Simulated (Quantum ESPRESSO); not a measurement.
## Ru3C in Quantum ESPRESSO: the effect of functional

The system is Ru3C.

```
CELL_PARAMETERS angstrom
3.68320 0.00000 0.00000
0.00000 3.68320 0.00000
0.00000 0.00000 3.68320
ATOMIC_POSITIONS crystal
Ru 0.00000 0.50000 0.50000
Ru 0.50000 0.00000 0.50000
Ru 0.50000 0.50000 0.00000
C 0.00000 0.00000 0.00000
```

The cell was built by a generator and needn't be a form met in nature.

Alike in all runs:

- Program: Quantum ESPRESSO 7.5
- Task: phonons
- Cutoff: 612 eV
- Density cutoff: 4898 eV
- k mesh: 5 × 5 × 5
- Occupations: cold, width 0.2 eV
- Spin: no spin polarisation

Each run relaxes the cell or the atoms first.

| functional | potentials or basis | relaxed volume (Å³/atom) | highest phonon frequency (cm⁻¹) |
| --- | --- | --- | --- |
| PBEsol | GBRV 1.5 PBEsol | 12.01 | 201 |
| RPBE | GBRV 1.5 PBE | 12.64 | 174 |
| WC | GBRV 1.5 PBE | ? | ? |
| BLYP | GBRV 1.5 PBE | 13.16 | 150 |
| vdW-DF-cx | GBRV 1.5 PBE | 12.12 | 201 |

What does the run with functional WC give?

Relaxed volume 12.13 Å³/atom; highest phonon frequency 197 cm⁻¹.

Caveats: the mesh is thin for the phonons of a metal; some modes are imaginary; the potentials were made for another functional, which shifts forces and pressure (some runs).

Runs at the PBE level aren't shown here.
